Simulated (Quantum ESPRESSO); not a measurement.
# Si (Fd-3m) in Quantum ESPRESSO: settings compared

One crystal, Si, is run at these levels: PBE, LDA; tasks: dielectric tensor.

All numbers are computed with Quantum ESPRESSO 7.5; they aren't measurements. Logs are shortened: lines on timing, memory, paths and dates and some standing lists are left out, and cuts for length are marked.

**1. The crystal as given**

It takes space group Fd-3m (No. 227, cubic). Conventional cell: a = 5.431 Å, b = 5.431 Å, c = 5.431 Å, α = 90.00°, β = 90.00°, γ = 90.00°. Si (site symmetry -43m) has 4 Si at 2.35 Å as nearest neighbours.

The cell was built by a generator and needn't be a form met in nature.

**2. Dielectric tensor, PBE**

Input file pw.in:

```
&CONTROL
  calculation = 'scf'
  prefix = 'pwscf'
  outdir = './tmp'
  pseudo_dir = './pseudo'
  tprnfor = .true.
  tstress = .true.
  disk_io = 'low'
/
&SYSTEM
  ibrav = 0
  nat = 2
  ntyp = 1
  ecutwfc = 36
  nbnd = 9
  occupations = 'smearing'
  smearing = 'fd'
  degauss = 0.00146997
/
&ELECTRONS
  conv_thr = 4d-10
  electron_maxstep = 120
  mixing_beta = 0.5
/
ATOMIC_SPECIES
Si    28.0850 Si.upf
CELL_PARAMETERS angstrom
   0.0000000000    2.7155000000    2.7155000000
   2.7155000000    0.0000000000    2.7155000000
   2.7155000000    2.7155000000    0.0000000000
ATOMIC_POSITIONS crystal
Si     0.0000000000    0.0000000000    0.0000000000
Si     0.2500000000    0.2500000000    0.2500000000
K_POINTS automatic
10 10 10 1 1 1
```

Input file relax.in:

```
&CONTROL
  calculation = 'vc-relax'
  prefix = 'pwscf'
  outdir = './tmp'
  pseudo_dir = './pseudo'
  tprnfor = .true.
  tstress = .true.
  disk_io = 'low'
  nstep = 40
  forc_conv_thr = 0.0001
  etot_conv_thr = 1d-06
/
&SYSTEM
  ibrav = 0
  nat = 2
  ntyp = 1
  ecutwfc = 36
  nbnd = 9
  occupations = 'smearing'
  smearing = 'fd'
  degauss = 0.00146997
/
&ELECTRONS
  conv_thr = 4d-10
  electron_maxstep = 120
  mixing_beta = 0.5
/
&IONS
  ion_dynamics = 'bfgs'
/
&CELL
  cell_dynamics = 'bfgs'
  press = 0
  press_conv_thr = 0.2
/
ATOMIC_SPECIES
Si    28.0850 Si.upf
CELL_PARAMETERS angstrom
   0.0000000000    2.7155000000    2.7155000000
   2.7155000000    0.0000000000    2.7155000000
   2.7155000000    2.7155000000    0.0000000000
ATOMIC_POSITIONS crystal
Si     0.0000000000    0.0000000000    0.0000000000
Si     0.2500000000    0.2500000000    0.2500000000
K_POINTS automatic
10 10 10 1 1 1
```

Input file scf2.in:

```
&CONTROL
  calculation = 'scf'
  prefix = 'pwscf'
  outdir = './tmp'
  pseudo_dir = './pseudo'
  tprnfor = .true.
  tstress = .true.
  disk_io = 'low'
/
&SYSTEM
  ibrav = 0
  nat = 2
  ntyp = 1
  ecutwfc = 36
  nbnd = 9
  occupations = 'fixed'
/
&ELECTRONS
  conv_thr = 1d-13
  electron_maxstep = 120
  mixing_beta = 0.5
  startingpot = 'file'
  startingwfc = 'file'
/
ATOMIC_SPECIES
Si    28.0850 Si.upf
CELL_PARAMETERS angstrom
   0.0000000000    2.7342444880    2.7342444880
   2.7342444880    0.0000000000    2.7342444880
   2.7342444880    2.7342444880    0.0000000000
ATOMIC_POSITIONS crystal
Si     0.0000000000    0.0000000000    0.0000000000
Si     0.2500000000    0.2500000000    0.2500000000
K_POINTS automatic
10 10 10 1 1 1
```

Input file ph.in:

```
dielectric of Si
&INPUTPH
  prefix = 'pwscf'
  outdir = './tmp'
  tr2_ph = 1d-16
  fildyn = 'dyn'
  niter_ph = 60
  alpha_mix(1) = 0.7
  epsil = .true.
  trans = .false.
  zeu = .true.
/
0.0000000000 0.0000000000 0.0000000000
```

Potentials or basis: PseudoDojo 0.4.1 SR PBE standard.

On the command line:

```console
> OMP_NUM_THREADS=1 pw.x -in pw.in > pw.out
> OMP_NUM_THREADS=1 pw.x -in relax.in > relax.out
> OMP_NUM_THREADS=1 pw.x -in scf2.in > scf2.out
> OMP_NUM_THREADS=1 ph.x -in ph.in > ph.out
```

pw.out:

```text
This program is part of the open-source Quantum ESPRESSO suite
     for quantum simulation of materials; please cite
[... 9 lines left out ...]
     --------------------
     sticks:   dense  smooth     PW     G-vecs:    dense   smooth      PW
     Sum         517     517    163                 7823     7823    1459

     Using Slab Decomposition

     bravais-lattice index     =            0
     lattice parameter (alat)  =       7.2571  a.u.
     unit-cell volume          =     270.2564 (a.u.)^3
     number of atoms/cell      =            2
     number of atomic types    =            1
     number of electrons       =         8.00
     number of Kohn-Sham states=            9
     kinetic-energy cutoff     =      36.0000  Ry
     charge density cutoff     =     144.0000  Ry
     scf convergence threshold =      4.0E-10
     mixing beta               =       0.5000
     number of iterations used =            8  plain     mixing
     Exchange-correlation= PBE
                           (   1   4   3   4   0   0   0)

     celldm(1)=   7.257109  celldm(2)=   0.000000  celldm(3)=   0.000000
     celldm(4)=   0.000000  celldm(5)=   0.000000  celldm(6)=   0.000000

     crystal axes: (cart. coord. in units of alat)
               a(1) = (   0.000000   0.707107   0.707107 )
               a(2) = (   0.707107   0.000000   0.707107 )
               a(3) = (   0.707107   0.707107   0.000000 )

     reciprocal axes: (cart. coord. in units 2 pi/alat)
               b(1) = ( -0.707107  0.707107  0.707107 )
               b(2) = (  0.707107 -0.707107  0.707107 )
               b(3) = (  0.707107  0.707107 -0.707107 )

     PseudoPot. # 1 for Si read from file:
     Si.upf
     Pseudo is Norm-conserving + core correction, Zval =  4.0
     Generated using ONCVPSP code by D. R. Hamann
     Using radial grid of 1510 points,  6 beta functions with:
                l(1) =   0
                l(2) =   0
                l(3) =   1
                l(4) =   1
                l(5) =   2
                l(6) =   2

     atomic species   valence    mass     pseudopotential
     Si                4.00    28.08500     Si( 1.00)

     48 Sym. Ops., with inversion, found (24 have fractional translation)

   Cartesian axes

     site n.     atom                  positions (alat units)
         1        Si     tau(   1) = (   0.0000000   0.0000000   0.0000000  )
         2        Si     tau(   2) = (   0.3535534   0.3535534   0.3535534  )

     number of k points=   110  Fermi-Dirac smearing, width (Ry)=  0.0015

     Number of k-points >= 100: set verbosity='high' to print them.

     Dense  grid:     7823 G-vectors     FFT dimensions: (  32,  32,  32)

     Initial potential from superposition of free atoms

     starting charge       7.9988, renormalised to       8.0000
     Starting wfcs are    8 randomized atomic wfcs +    1 random wfcs

     Self-consistent Calculation

     iteration #  1     ecut=    36.00 Ry     beta= 0.50
     Davidson diagonalization with overlap
     ethr =  1.00E-02,  avg # of iterations =  6.4

     Threshold (ethr) on eigenvalues was too large:
     Diagonalizing with lowered threshold

     Davidson diagonalization with overlap
     ethr =  6.71E-04,  avg # of iterations =  1.5

     total energy              =     -16.92495896 Ry
     estimated scf accuracy    <       0.05633722 Ry

     iteration #  2     ecut=    36.00 Ry     beta= 0.50
     Davidson diagonalization with overlap
     ethr =  7.04E-04,  avg # of iterations =  1.0

     total energy              =     -16.92440944 Ry
     estimated scf accuracy    <       0.00955466 Ry

     iteration #  3     ecut=    36.00 Ry     beta= 0.50
     Davidson diagonalization with overlap
     ethr =  1.19E-04,  avg # of iterations =  2.7

     total energy              =     -16.92483914 Ry
     estimated scf accuracy    <       0.00013393 Ry

     iteration #  4     ecut=    36.00 Ry     beta= 0.50
     Davidson diagonalization with overlap
     c_bands:  1 eigenvalues not converged
     c_bands:  1 eigenvalues not converged
     ethr =  1.67E-06,  avg # of iterations =  7.3

     total energy              =     -16.92485222 Ry
     estimated scf accuracy    <       0.00000089 Ry

     iteration #  5     ecut=    36.00 Ry     beta= 0.50
     Davidson diagonalization with overlap
     ethr =  1.12E-08,  avg # of iterations =  2.6

     total energy              =     -16.92485278 Ry
     estimated scf accuracy    <       0.00000004 Ry

     iteration #  6     ecut=    36.00 Ry     beta= 0.50
     Davidson diagonalization with overlap
     ethr =  5.43E-10,  avg # of iterations =  2.1

     total energy              =     -16.92485279 Ry
     estimated scf accuracy    <          8.2E-10 Ry

     iteration #  7     ecut=    36.00 Ry     beta= 0.50
     Davidson diagonalization with overlap
     ethr =  1.03E-11,  avg # of iterations =  3.5

     End of self-consistent calculation

     Number of k-points >= 100: set verbosity='high' to print the bands.

     the Fermi energy is     6.5381 ev

!    total energy              =     -16.92485279 Ry
     estimated scf accuracy    <          5.2E-11 Ry
     smearing contrib. (-TS)   =      -0.00000000 Ry
     internal energy E=F+TS    =     -16.92485279 Ry

     The total energy is F=E-TS. E is the sum of the following terms:
     one-electron contribution =       4.95916985 Ry
     hartree contribution      =       1.09532710 Ry
     xc contribution           =      -6.18349913 Ry
     ewald contribution        =     -16.79585061 Ry

     convergence has been achieved in   7 iterations

     Forces acting on atoms (cartesian axes, Ry/au):

     atom    1 type  1   force =    -0.00000000    0.00000000    0.00000000
     atom    2 type  1   force =     0.00000000   -0.00000000   -0.00000000

     Total force =     0.000000     Total SCF correction =     0.000000

     Computing stress (Cartesian axis) and pressure

          total   stress  (Ry/bohr**3)                   (kbar)     P=       19.10
   0.00012984  -0.00000000  -0.00000000           19.10       -0.00       -0.00
  -0.00000000   0.00012984  -0.00000000           -0.00       19.10       -0.00
  -0.00000000  -0.00000000   0.00012984           -0.00       -0.00       19.10

=------------------------------------------------------------------------------=
   JOB DONE.
=------------------------------------------------------------------------------=
```

Run time: 2.8 min. Hardware: 1 thread of AMD EPYC 7R43 (Zen 3), shared host; peak memory 0.05 GiB.

Results:

* Free energy: -230.2794 eV
* Relaxed volume: 20.44 Å³/atom
* Relaxed cell: a = 3.867 Å, b = 3.867 Å, c = 3.867 Å, α = 60.00°, β = 60.00°, γ = 60.00°
* Space group after relaxing (to 0.05 Å): Fd-3m (No. 227)
* Pressure after relaxing: 0.0 GPa
* Electronic dielectric tensor (diagonal): 12.97
* Born charges (mean of the diagonal): Si +0.00 e

Step by step:
```
step  energy change (eV)  largest force (eV/Å)  pressure (GPa)  volume (Å³)
   1              0.0000                0.0000            1.91        40.05
   2             -0.0035                0.0000            0.99        40.44
   3             -0.0049                0.0000            0.03        40.87
   4             -0.0049                0.0000            0.00        40.88
```

Final structure:
```cif
data_structure
_symmetry_space_group_name_H-M 'P 1'
_symmetry_Int_Tables_number 1
_cell_length_a 3.8668
_cell_length_b 3.8668
_cell_length_c 3.8668
_cell_angle_alpha 60.000
_cell_angle_beta 60.000
_cell_angle_gamma 60.000
_cell_volume 40.88
loop_
_atom_site_label
_atom_site_type_symbol
_atom_site_fract_x
_atom_site_fract_y
_atom_site_fract_z
_atom_site_occupancy
Si1 Si 0.00000 0.00000 0.00000 1
Si2 Si 0.25000 0.25000 0.25000 1
```

Levels at points of the mesh, in eV from the valence-band top:
| k point | band 1 | band 2 | band 3 | band 4 | band 5 | band 6 | band 7 | band 8 |
| --- | --- | --- | --- | --- | --- | --- | --- | --- |
| (0.05, 0.05, 0.05) | -11.74 | -0.31 | 0.00 | 0.00 | 2.65 | 2.68 | 2.68 | 3.42 |

Electronic dielectric tensor:
```
12.97  0.00  0.00
 0.00 12.97  0.00
 0.00  0.00 12.97
```

Born effective charge tensors (e):
atom 1, Si
```
0.00 0.00 0.00
0.00 0.00 0.00
0.00 0.00 0.00
```
atom 2, Si
```
0.00 0.00 0.00
0.00 0.00 0.00
0.00 0.00 0.00
```

**3. Dielectric tensor, PBE**

Edit pw.in of step 2 so:

```diff
@@ -34,2 +34,2 @@
 K_POINTS automatic
-10 10 10 1 1 1
+4 4 4 1 1 1
```

Edit scf2.in of step 2 so:

```diff
@@ -27,5 +27,5 @@
 CELL_PARAMETERS angstrom
-   0.0000000000    2.7342444880    2.7342444880
-   2.7342444880    0.0000000000    2.7342444880
-   2.7342444880    2.7342444880    0.0000000000
+   0.0000000000    2.7155000000    2.7155000000
+   2.7155000000    0.0000000000    2.7155000000
+   2.7155000000    2.7155000000    0.0000000000
 ATOMIC_POSITIONS crystal
@@ -34,2 +34,2 @@
 K_POINTS automatic
-10 10 10 1 1 1
+4 4 4 1 1 1
```

ph.in is that of step 2.

Potentials or basis: PseudoDojo 0.4.1 SR PBE standard.

On the command line:

```console
> OMP_NUM_THREADS=1 pw.x -in pw.in > pw.out
> OMP_NUM_THREADS=1 pw.x -in scf2.in > scf2.out
> OMP_NUM_THREADS=1 ph.x -in ph.in > ph.out
```

pw.out:

```text
This program is part of the open-source Quantum ESPRESSO suite
     for quantum simulation of materials; please cite
[... 9 lines left out ...]
     --------------------
     sticks:   dense  smooth     PW     G-vecs:    dense   smooth      PW
     Sum         517     517    163                 7823     7823    1411

     Using Slab Decomposition

     bravais-lattice index     =            0
     lattice parameter (alat)  =       7.2571  a.u.
     unit-cell volume          =     270.2564 (a.u.)^3
     number of atoms/cell      =            2
     number of atomic types    =            1
     number of electrons       =         8.00
     number of Kohn-Sham states=            9
     kinetic-energy cutoff     =      36.0000  Ry
     charge density cutoff     =     144.0000  Ry
     scf convergence threshold =      4.0E-10
     mixing beta               =       0.5000
     number of iterations used =            8  plain     mixing
     Exchange-correlation= PBE
                           (   1   4   3   4   0   0   0)

     celldm(1)=   7.257109  celldm(2)=   0.000000  celldm(3)=   0.000000
     celldm(4)=   0.000000  celldm(5)=   0.000000  celldm(6)=   0.000000

     crystal axes: (cart. coord. in units of alat)
               a(1) = (   0.000000   0.707107   0.707107 )
               a(2) = (   0.707107   0.000000   0.707107 )
               a(3) = (   0.707107   0.707107   0.000000 )

     reciprocal axes: (cart. coord. in units 2 pi/alat)
               b(1) = ( -0.707107  0.707107  0.707107 )
               b(2) = (  0.707107 -0.707107  0.707107 )
               b(3) = (  0.707107  0.707107 -0.707107 )

     PseudoPot. # 1 for Si read from file:
     Si.upf
     Pseudo is Norm-conserving + core correction, Zval =  4.0
     Generated using ONCVPSP code by D. R. Hamann
     Using radial grid of 1510 points,  6 beta functions with:
                l(1) =   0
                l(2) =   0
                l(3) =   1
                l(4) =   1
                l(5) =   2
                l(6) =   2

     atomic species   valence    mass     pseudopotential
     Si                4.00    28.08500     Si( 1.00)

     48 Sym. Ops., with inversion, found (24 have fractional translation)

   Cartesian axes

     site n.     atom                  positions (alat units)
         1        Si     tau(   1) = (   0.0000000   0.0000000   0.0000000  )
         2        Si     tau(   2) = (   0.3535534   0.3535534   0.3535534  )

     number of k points=    10  Fermi-Dirac smearing, width (Ry)=  0.0015
                       cart. coord. in units 2pi/alat
        k(    1) = (   0.0883883   0.0883883   0.0883883), wk =   0.0625000
        k(    2) = (   0.2651650   0.2651650  -0.0883883), wk =   0.1875000
        k(    3) = (  -0.2651650  -0.2651650   0.4419417), wk =   0.1875000
        k(    4) = (  -0.0883883  -0.0883883   0.2651650), wk =   0.1875000
        k(    5) = (   0.4419417   0.0883883   0.0883883), wk =   0.1875000
        k(    6) = (  -0.0883883  -0.4419417   0.6187184), wk =   0.3750000
        k(    7) = (   0.0883883  -0.2651650   0.4419417), wk =   0.3750000
        k(    8) = (  -0.6187184   0.0883883   0.0883883), wk =   0.1875000
        k(    9) = (   0.2651650   0.2651650   0.2651650), wk =   0.0625000
        k(   10) = (  -0.2651650  -0.2651650   0.7954951), wk =   0.1875000

     Dense  grid:     7823 G-vectors     FFT dimensions: (  32,  32,  32)

     Initial potential from superposition of free atoms

     starting charge       7.9988, renormalised to       8.0000
     Starting wfcs are    8 randomized atomic wfcs +    1 random wfcs

     Self-consistent Calculation

     iteration #  1     ecut=    36.00 Ry     beta= 0.50
     Davidson diagonalization with overlap
     ethr =  1.00E-02,  avg # of iterations =  6.3

     Threshold (ethr) on eigenvalues was too large:
     Diagonalizing with lowered threshold

     Davidson diagonalization with overlap
     ethr =  6.71E-04,  avg # of iterations =  1.1

     total energy              =     -16.92476413 Ry
     estimated scf accuracy    <       0.05640651 Ry

     iteration #  2     ecut=    36.00 Ry     beta= 0.50
     Davidson diagonalization with overlap
     ethr =  7.05E-04,  avg # of iterations =  1.0

     total energy              =     -16.92420536 Ry
     estimated scf accuracy    <       0.00960527 Ry

     iteration #  3     ecut=    36.00 Ry     beta= 0.50
     Davidson diagonalization with overlap
     ethr =  1.20E-04,  avg # of iterations =  2.8

     total energy              =     -16.92464144 Ry
     estimated scf accuracy    <       0.00013421 Ry

     iteration #  4     ecut=    36.00 Ry     beta= 0.50
     Davidson diagonalization with overlap
     ethr =  1.68E-06,  avg # of iterations =  6.1

     total energy              =     -16.92465553 Ry
     estimated scf accuracy    <       0.00000084 Ry

     iteration #  5     ecut=    36.00 Ry     beta= 0.50
     Davidson diagonalization with overlap
     ethr =  1.06E-08,  avg # of iterations =  2.8

     total energy              =     -16.92465610 Ry
     estimated scf accuracy    <       0.00000005 Ry

     iteration #  6     ecut=    36.00 Ry     beta= 0.50
     Davidson diagonalization with overlap
     ethr =  5.78E-10,  avg # of iterations =  2.0

     total energy              =     -16.92465611 Ry
     estimated scf accuracy    <          4.6E-09 Ry

     iteration #  7     ecut=    36.00 Ry     beta= 0.50
     Davidson diagonalization with overlap
     ethr =  5.71E-11,  avg # of iterations =  2.2

     End of self-consistent calculation

          k = 0.0884 0.0884 0.0884 (   968 PWs)   bands (ev):

    -5.5303   4.6264   5.9387   5.9387   8.7204   9.2093   9.2093  10.9209
    13.4757

          k = 0.2652 0.2652-0.0884 (   977 PWs)   bands (ev):

    -4.4850   1.5988   3.9154   5.4528   8.9383   9.8996  10.0838  12.5207
    12.7107

          k =-0.2652-0.2652 0.4419 (   988 PWs)   bands (ev):

    -3.3183  -0.5228   3.9458   4.6641   8.4168   9.7397  10.3267  13.5956
    15.2284

          k =-0.0884-0.0884 0.2652 (   976 PWs)   bands (ev):

    -4.9933   2.9999   4.9080   4.9835   8.3724   9.9252  10.6913  10.9806
    13.7241

          k = 0.4419 0.0884 0.0884 (   993 PWs)   bands (ev):

    -3.9436   1.2825   3.5557   4.0181   7.5771   9.1228  12.2192  12.4930
    16.3948

          k =-0.0884-0.4419 0.6187 (   989 PWs)   bands (ev):

    -2.2690  -0.7084   2.1669   3.2669   8.6158  10.5108  11.4990  13.6616
    14.6285

          k = 0.0884-0.2652 0.4419 (   992 PWs)   bands (ev):

    -3.5182   0.3827   2.9053   4.2972   9.1029   9.7795  11.2444  12.1619
    15.2483

          k =-0.6187 0.0884 0.0884 (   989 PWs)   bands (ev):

    -2.4448  -0.6066   2.7911   3.5434   7.1223   8.1953  14.4879  14.5737
    16.9825

          k = 0.2652 0.2652 0.2652 (   984 PWs)   bands (ev):

    -4.0422   0.2780   5.1396   5.1396   7.8838   9.6764   9.6764  14.1119
    14.8162

          k =-0.2652-0.2652 0.7955 (   987 PWs)   bands (ev):

    -2.8143  -0.4167   2.2340   4.3397   8.0706  11.6926  11.7042  13.1830
    14.2352

     the Fermi energy is     6.4421 ev

!    total energy              =     -16.92465611 Ry
     estimated scf accuracy    <          4.1E-11 Ry
     smearing contrib. (-TS)   =      -0.00000000 Ry
     internal energy E=F+TS    =     -16.92465611 Ry

     The total energy is F=E-TS. E is the sum of the following terms:
     one-electron contribution =       4.95902045 Ry
     hartree contribution      =       1.09594909 Ry
     xc contribution           =      -6.18377504 Ry
     ewald contribution        =     -16.79585061 Ry

     convergence has been achieved in   7 iterations

     Forces acting on atoms (cartesian axes, Ry/au):

     atom    1 type  1   force =     0.00000000   -0.00000000    0.00000000
     atom    2 type  1   force =    -0.00000000    0.00000000   -0.00000000

     Total force =     0.000000     Total SCF correction =     0.000000

     Computing stress (Cartesian axis) and pressure

          total   stress  (Ry/bohr**3)                   (kbar)     P=       19.05
   0.00012952   0.00000000   0.00000000           19.05        0.00        0.00
   0.00000000   0.00012952   0.00000000            0.00       19.05        0.00
   0.00000000   0.00000000   0.00012952            0.00        0.00       19.05

=------------------------------------------------------------------------------=
   JOB DONE.
=------------------------------------------------------------------------------=
```

Run time: 6.1 s. Hardware: 1 thread of Intel Xeon 6975P-C (Granite Rapids), shared host; peak memory 0.04 GiB.

Results:

```yaml
Free_energy: -230.2717 eV
Pressure: 1.9 GPa
Electronic_dielectric_tensor_diagonal: 13.84
Born_charges_mean_of_the_diagonal: Si -0.07 e
```

Electronic dielectric tensor:
```
13.84  0.00  0.00
 0.00 13.84  0.00
 0.00  0.00 13.84
```

Born effective charge tensors (e):
atom 1, Si
```
-0.07  0.00  0.00
 0.00 -0.07  0.00
 0.00  0.00 -0.07
```
atom 2, Si
```
-0.07  0.00  0.00
 0.00 -0.07  0.00
 0.00  0.00 -0.07
```

Caveat: the mesh is thin for the dielectric tensor, Born charges and intensities, which usually come out too large; the Born charges break their sum rule by 0.15 e, a sign of too thin a mesh.

[end of part 1 of 2]
